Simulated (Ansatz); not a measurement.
Consider an atomisation energy of C₂H₅SSi, SMILES C=C[SiH2][S] (Ansatz 0.2.0, Python API).

`c2h5ssi.py`
```python
'''Atomisation energy of C2H5SSi at the given geometry.'''

from collections import Counter
from dataclasses import dataclass

import ansatz as az
from ase import Atoms


@dataclass
class Options:
    basis: str = 'def2-TZVPP'
    functional: str = 'pbe0'
    dispersion: str = 'd3bj'


opts = Options()


def energy_of(molecule, charge=0, unpaired=0):
    calc = (
        molecule.calculation()
        .basis(gaussian=opts.basis)
        .functional(opts.functional, dispersion=opts.dispersion)
        .scf(lower_state_search='standard')
    )
    if charge:
        calc = calc.charge(charge)
    if unpaired:
        calc = calc.spin('collinear', total=unpaired)
    report = calc.run().report
    if report['published_state_doubts']:
        print('  doubts:', report['published_state_doubts'])
    return report['free_energy_ev']


def main() -> None:
    atoms = Atoms(['C', 'C', 'Si', 'S', 'H', 'H', 'H', 'H', 'H'], positions=[
        [0.4431, 1.1038, -1.0401],
        [0.531, 0.3994, 0.0523],
        [-0.6646, -0.8577, 0.6889],
        [0.4585, -2.7163, 0.7272],
        [-0.4666, 1.0661, -1.7262],
        [1.1656, 1.8764, -1.338],
        [1.451, 0.5168, 0.6681],
        [-1.004, -0.4897, 2.0774],
        [-1.8256, -0.9452, -0.1267],
    ])
    geometry = az.Crystal.molecule_from_ase(atoms)

    # unpaired electrons of the ground-state atoms
    unpaired = {'C': 2, 'Si': 2, 'S': 2, 'H': 1}
    counts = Counter(site.symbol for site in geometry.cartesian_sites)
    atom_energy = {s: energy_of(az.Crystal.molecule().atom(s, (0, 0, 0)), 0, unpaired[s]) for s in counts}
    whole = energy_of(geometry, 0, 1)
    for s, e in atom_energy.items():
        print(f'{s:2s} x{counts[s]}  {e:14.5f} eV')
    print(f'C2H5SSi: {whole:.5f} eV')
    split = sum(counts[s] * e for s, e in atom_energy.items()) - whole
    print(f'atomisation energy (no zero-point term): {split:.3f} eV, {split / sum(counts.values()):.3f} eV an atom')


if __name__ == '__main__':
    main()
```

What does it cost to take this molecule apart into atoms?

33.077 eV from the electronic energies, without the zero-point term.

What the script printed:

`python c2h5ssi.py` gives:
```text
C  x2     -1028.73662 eV
Si x1     -7870.87931 eV
S  x1    -10829.41727 eV
H  x5       -13.63389 eV
C2H5SSi: -20859.01592 eV
atomisation energy (no zero-point term): 33.077 eV, 3.675 eV an atom
```

What to keep in mind:
- These settings explore the input space; basis and method may be short of convergence.
- The geometry is a force-field or estimated start, not a minimum of this method, and the basis set is short of its limit. All parts are taken at fixed geometry, without zero-point energy.
- The species is open-shell (spin multiplicity 2).
- Wall time of the script: 27 s on 1 thread of Intel(R) Xeon(R) 6975P-C (Granite Rapids), with other jobs on the host, peak memory 0.93 GiB.

(Lines on the test bed's own set-up are left out of the output.)
